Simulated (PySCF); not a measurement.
# [Nd(H2O)8]3+: other functionals and bases at one geometry

One table from this session's results is given with a row withheld; the runs are named, their logs left out.

Program: PySCF 2.14.0. Level of theory: several levels, as the steps say, no spin–orbit coupling. These are calculated values, not measurements.

4 further runs of the same task are left out: 2 for a known fault of the program, 2 that didn't finish.

## The system as given

25 atoms, charge 3, spin multiplicity 1.

Bond lengths: Nd1–O2 2.503 Å, Nd1–O5 2.503 Å, Nd1–O8 2.503 Å, Nd1–O11 2.503 Å, Nd1–O14 2.503 Å, Nd1–O17 2.503 Å, Nd1–O20 2.503 Å, Nd1–O23 2.503 Å, O2–H3 0.983 Å, O2–H4 0.983 Å, O5–H6 0.983 Å, O5–H7 0.983 Å, O8–H9 0.983 Å, O8–H10 0.983 Å, O11–H12 0.983 Å, O11–H13 0.983 Å, O14–H15 0.983 Å, O14–H16 0.983 Å and more. Angles: O2–Nd1–O5 72.8°, O2–Nd1–O8 114.1°, O2–Nd1–O11 72.8°, O2–Nd1–O14 78.4°, O2–Nd1–O17 142.6°, O2–Nd1–O20 142.5°, O2–Nd1–O23 78.4°, O5–Nd1–O8 72.8°, O5–Nd1–O11 114.1°, O5–Nd1–O14 78.4°, O5–Nd1–O17 78.4°, O5–Nd1–O20 142.6°, O5–Nd1–O23 142.5°, O8–Nd1–O11 72.8°, O8–Nd1–O14 142.5°, O8–Nd1–O17 78.4°, O8–Nd1–O20 78.4°, O8–Nd1–O23 142.6° and more.

Coordinates:

```
atom     x (Å)     y (Å)     z (Å)
 Nd1   0.00000   0.00000   0.00080
  O2   2.10053   0.00292   1.36262
  H3   2.29857   0.57906   2.13461
  H4   2.91178  -0.53944   1.24344
  O5  -0.00292   2.10053   1.36262
  H6  -0.57906   2.29857   2.13461
  H7   0.53944   2.91178   1.24344
  O8  -2.10053  -0.00292   1.36262
  H9  -2.29857  -0.57906   2.13461
 H10  -2.91178   0.53944   1.24344
 O11   0.00292  -2.10053   1.36262
 H12   0.57906  -2.29857   2.13461
 H13  -0.53944  -2.91178   1.24344
 O14   1.48017   1.48848  -1.36290
 H15   2.43713   1.68045  -1.24359
 H16   1.21106   2.03564  -2.13438
 O17  -1.48848   1.48017  -1.36290
 H18  -1.68045   2.43713  -1.24359
 H19  -2.03564   1.21106  -2.13438
 O20  -1.48017  -1.48848  -1.36290
 H21  -2.43713  -1.68045  -1.24359
 H22  -1.21106  -2.03564  -2.13438
 O23   1.48848  -1.48017  -1.36290
 H24   1.68045  -2.43713  -1.24359
 H25   2.03564  -1.21106  -2.13438
```

Formal oxidation states: Nd +3. Each metal's 3 4f electrons lie in its core potential, so multiplicities, spins and levels count the valence alone. An earlier session relaxed this geometry at BP86, Nd lcecp-1-SVP with ECP49, O def2-SVP, H def2-SVP (singlet, point group S8).

At BP86 on the finer grid: E = -644.253503 Eh, HOMO -19.21 eV, LUMO -12.67 eV, Mulliken charge on Nd1 +0.77 e, largest force component 0.012 eV/Å. 

Levels to run: PBE0; TPSSh; M06-L; B3LYP; BP86, TZVP. Hardware: 4 threads of Arm Neoverse N1, shared host.

The first run:

run.py (the lines that set the calculation)

```python
mol = gto.M(atom='''
Nd     0.00000     0.00000     0.00080
O      2.10053     0.00292     1.36262
H      2.29857     0.57906     2.13461
H      2.91178    -0.53944     1.24344
O     -0.00292     2.10053     1.36262
H     -0.57906     2.29857     2.13461
H      0.53944     2.91178     1.24344
O     -2.10053    -0.00292     1.36262
H     -2.29857    -0.57906     2.13461
H     -2.91178     0.53944     1.24344
O      0.00292    -2.10053     1.36262
H      0.57906    -2.29857     2.13461
H     -0.53944    -2.91178     1.24344
O      1.48017     1.48848    -1.36290
H      2.43713     1.68045    -1.24359
H      1.21106     2.03564    -2.13438
O     -1.48848     1.48017    -1.36290
H     -1.68045     2.43713    -1.24359
H     -2.03564     1.21106    -2.13438
O     -1.48017    -1.48848    -1.36290
H     -2.43713    -1.68045    -1.24359
H     -1.21106    -2.03564    -2.13438
O      1.48848    -1.48017    -1.36290
H      1.68045    -2.43713    -1.24359
H      2.03564    -1.21106    -2.13438''',
    basis={'Nd': 'lcecp-1-SVP', 'O': 'def2-SVP', 'H': 'def2-SVP'},
    ecp={'Nd': 'lcecp-1-SVP'},
    charge=3, spin=0)
mf = dft.RKS(mol, xc='PBE0')
mf.grids.atom_grid = (75, 302)  # f atoms: unpruned, at least (60, 302)
mf = mf.density_fit()  # fitting sets: Nd AutoAux, O def2-universal-JKFIT, H def2-universal-JKFIT
mf.conv_tol = 1e-08; mf.max_cycle = 55
mf.kernel(dm0)  # dm0: the density of the relaxed state
```

On the command line:

```sh
> OMP_NUM_THREADS=4 python run.py
```

Among the steps run: PBE0; TPSSh; M06-L; B3LYP; BP86, TZVP.

One table of the session follows, with a row left open; its other results are not shown here.

```
              level  HOMO (eV)  gap (eV)  charge on Nd1 (e)  largest force component (eV/Å)
BP86 (relaxed here)     -19.21      6.54               0.77                            0.01
               PBE0     -21.02      9.36               1.06                            0.55
              TPSSh     -19.98      7.98               1.01                            0.29
              M06-L          ?         ?                  ?                               ?
              B3LYP     -20.69      8.81               0.96                            0.44
         BP86, TZVP     -19.40      6.59               1.84                            0.29
```

Q: Estimate the row for M06-L from the others.

The run gave: HOMO (eV): -19.61; gap (eV): 7.31; charge on Nd1 (e): 1.24; largest force component (eV/Å): 0.54. In the column «HOMO (eV)» it lies between TPSSh (-19.98) and BP86, TZVP (-19.40).

In one basis the HOMO–LUMO gap runs from 6.54 eV (BP86) to 9.36 eV (PBE0). The largest leftover force, 0.55 eV/Å with PBE0, stands at a geometry relaxed at another level. With 4f in the core, its levels are missing from HOMO and gap, and its count is fixed, so no charge can pass from the ligands into it. Total energies of different levels can't be compared.
